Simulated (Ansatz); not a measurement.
# C₂H₈InNO₂: up Jacob's ladder to CCSD(T)

The task here is to estimate one member of a computed series from the others.

Method: functionals in def2-TZVPP, the program's frozen cores in correlated methods; program: Ansatz 0.2.0, Gaussian basis.

Levels to be run: LDA (SPW92), PBE-D4, revPBE-D4, BLYP-D4, r2SCAN-D4, B97M-V, PBE0-D4, B3LYP-D4, r2SCANh-D4, r2SCAN0-D4, HSE06-D4, BHLYP-D4, CAM-B3LYP-D4, LC-ωPBE, ωB97X-V, ωB97M-V, B2PLYP, PBE-QIDH; CCSD(T)/def2-SVP; MP2/def2-TZVPP; MP2/def2-QZVPP; RPA on PBE.

### The geometry

All runs share one geometry, relaxed beforehand with PBE0-D4 in a triple-zeta def2 set. In takes the def2 core potential; no spin-orbit term is included.

SMILES `C[N](C)[In]([OH])[OH]`, 14 atoms, charge 0, spin multiplicity 1.

Atoms are counted from 1 here; the program's logs count them from 0.

Bond lengths: C1–N2 1.437 Å, C1–H7 1.101 Å, C1–H8 1.101 Å, C1–H9 1.093 Å, N2–C3 1.440 Å, N2–In4 1.995 Å, C3–H10 1.101 Å, C3–H11 1.092 Å, C3–H12 1.101 Å, In4–O5 1.976 Å, In4–O6 1.984 Å, O5–H13 0.960 Å, O6–H14 0.960 Å. Angles: N2–C1–H7 112.0°, N2–C1–H8 111.5°, N2–C1–H9 111.4°, H7–C1–H8 107.0°, H7–C1–H9 107.4°, H8–C1–H9 107.3°, C1–N2–C3 113.6°, C1–N2–In4 123.9°, C3–N2–In4 122.4°, N2–C3–H10 111.8°, N2–C3–H11 111.2°, N2–C3–H12 111.3°, H10–C3–H11 107.6°, H10–C3–H12 107.1°, H11–C3–H12 107.6°, N2–In4–O5 119.1°, N2–In4–O6 125.4°, O5–In4–O6 115.5° and more.

The first run:

in.yaml

```yaml
crystal:
  periodic: [false, false, false]
  atoms:
    - {symbol: C, position_ang: [-0.399307, -1.164214, 1.225440]}
    - {symbol: N, position_ang: [0.269719, -0.340053, 0.256319]}
    - {symbol: C, position_ang: [1.700744, -0.502810, 0.251966]}
    - {symbol: In, position_ang: [-0.658007, 0.995945, -0.899713]}
    - {symbol: O, position_ang: [0.411238, 2.090177, -2.150707]}
    - {symbol: O, position_ang: [-2.614922, 1.318520, -0.942448]}
    - {symbol: H, position_ang: [-0.067131, -0.945115, 2.252379]}
    - {symbol: H, position_ang: [-0.209330, -2.233796, 1.046464]}
    - {symbol: H, position_ang: [-1.482133, -1.017387, 1.194610]}
    - {symbol: H, position_ang: [2.143437, -0.250445, 1.228037]}
    - {symbol: H, position_ang: [2.168804, 0.137321, -0.498678]}
    - {symbol: H, position_ang: [1.985141, -1.542049, 0.026532]}
    - {symbol: H, position_ang: [-0.142427, 2.683790, -2.663731]}
    - {symbol: H, position_ang: [-3.105826, 0.770114, -0.326470]}
basis:
  gaussian: {orbitals: def2-TZVPP}
hamiltonian: {xc: lda}
output: {orbitals: {seedname: orbitals}}
```

Started as:

```console
$ ansatz run in.yaml --threads 4 --pin off --events-out ev --progress --plain --max-ram 11315MiB
```

Steps of the session up to this table: LDA; PBE-D4 (GGA); revPBE-D4 (GGA); BLYP-D4 (GGA); r2SCAN-D4 (meta-GGA); B97M-V (meta-GGA); B3LYP-D4 (hybrid); r2SCANh-D4 (hybrid); r2SCAN0-D4 (hybrid); HSE06-D4 (hybrid); BHLYP-D4 (hybrid); CAM-B3LYP-D4 (range-separated); LC-ωPBE (range-separated); ωB97X-V (range-separated); ωB97M-V (range-separated); B2PLYP (double hybrid); PBE-QIDH (double hybrid).

One of the session's tables, all rows but one given; the rest of the session is left out.

It belongs to the step «Frontier levels by functional». 

| functional | HOMO (eV) | gap (eV) |
| --- | --- | --- |
| LDA (SPW92) | -5.12 | 2.51 |
| PBE-D4 | -4.96 | 2.64 |
| revPBE-D4 | -4.89 | 2.70 |
| BLYP-D4 | -4.87 | 2.57 |
| r2SCAN-D4 | -5.18 | 3.11 |
| B97M-V | -5.29 | 3.02 |
| PBE0-D4 | -6.24 | 4.83 |
| B3LYP-D4 | -6.05 | 4.31 |
| r2SCANh-D4 | -5.67 | 3.93 |
| r2SCAN0-D4 | -6.41 | 5.15 |
| HSE06-D4 | -5.83 | 4.06 |
| BHLYP-D4 | -7.49 | 6.90 |
| CAM-B3LYP-D4 | -7.63 | 7.14 |
| LC-ωPBE | ? | ? |
| ωB97X-V | -8.61 | 9.24 |
| ωB97M-V | -8.54 | 8.94 |

Q: Estimate the row for LC-ωPBE from the others.

As computed: HOMO (eV): -8.93; gap (eV): 9.80. In the column «HOMO (eV)» it is the lowest.
